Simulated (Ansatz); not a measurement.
**NiGe+ (sextet): wave-function methods side by side, def2-SVP**

The task here is to estimate one member of a computed series from the others.

Method: def2-SVP, core rule «outside noble gas», up to 23 orbitals frozen; program: Ansatz 0.2.0, Gaussian basis.

The runs, in order: UHF; CCSD(T) on ROHF; CCSD(T) on UHF; CISD as a restricted active space (open shells left free, so some higher excitations enter); CCSDT(Q) on ROHF; CCSDT(Q) on UHF; CASSCF and MRCISD+Q, 13 electrons in 10 orbitals; CASSCF and NEVPT4(SD), 13 electrons in 10 orbitals; CASSCF and NEVPT2, 13 electrons in 10 orbitals.

12 further runs of the same task are left out: 2 for a known fault of the program, 4 that didn't finish, 6 set aside as unsound or not needed. Runs told in other sessions of the task aren't counted.

**The system**

The geometry is a PBE0/def2-TZVP stationary point (not a proven minimum) of the parent state, kept for this charge and spin. No spin-orbit coupling is included. The filled d shell of Ge may be among the frozen orbitals whatever the setting's name suggests.

2 atoms, charge 1, spin multiplicity 6.

Atoms are counted from 1 here; the program's logs count them from 0.

Bond lengths: Ni1–Ge2 2.357 Å.

The first run:

Input file in.yaml:

```yaml
crystal:
  periodic: [false, false, false]
  atoms:
    - {symbol: Ni, position_ang: [0.000000, 0.000000, 0.000000]}
    - {symbol: Ge, position_ang: [0.000000, 0.000000, 2.356800]}
basis:
  gaussian: {orbitals: def2-SVP}
total_charge: 1
magnetization: {spin_polarized: true, initial_magnetization: 5}
hamiltonian: {xc: hf}
output: {orbitals: {seedname: orbitals}}
```

Run with:

```sh
ansatz run in.yaml --threads 1 --pin off --events-out ev --progress --plain --max-ram 2393MiB
```

Steps of the session up to this table: UHF; CCSD(T) on ROHF; CCSD(T) on UHF; CISD as a restricted active space (open shells left free, so some higher excitations enter); CCSDT(Q) on ROHF; CCSDT(Q) on UHF; CASSCF and MRCISD+Q, 13 electrons in 10 orbitals; CASSCF and NEVPT4(SD), 13 electrons in 10 orbitals; CASSCF and NEVPT2, 13 electrons in 10 orbitals.

One of the session's tables, all rows but one given; the rest of the session is left out.

```
            method  from RCCSDT(Q) (kJ/mol)
              ROHF                   +635.4
               UHF                   +606.9
              RMP2                    +50.6
              UMP2                    +43.1
              CISD                    +56.8
             RCCSD                    +19.7
             UCCSD                     +8.8
          RCCSD(T)                     +1.4
          UCCSD(T)                     -9.2
            RCCSDT                     -0.5
            UCCSDT                    -11.3
         RCCSDT(Q)                        0
         UCCSDT(Q)                    -10.9
    CASSCF valence                   +596.3
    NEVPT2 valence                   +102.4
NEVPT4(SD) valence                    +19.3
    MRCISD valence                    +54.2
  MRCISD+Q valence                        ?
```

Q: Estimate the row for MRCISD+Q valence from the others.

**Answer.** from RCCSDT(Q) (kJ/mol): +17.3. In the column «from RCCSDT(Q) (kJ/mol)» it lies between UCCSD (+8.8) and NEVPT4(SD) valence (+19.3).

Limits of these values: Restricted and unrestricted rows rest on different reference determinants; a gap between their highest levels can come from leftover correlation error, from unlike frozen cores or from another state.
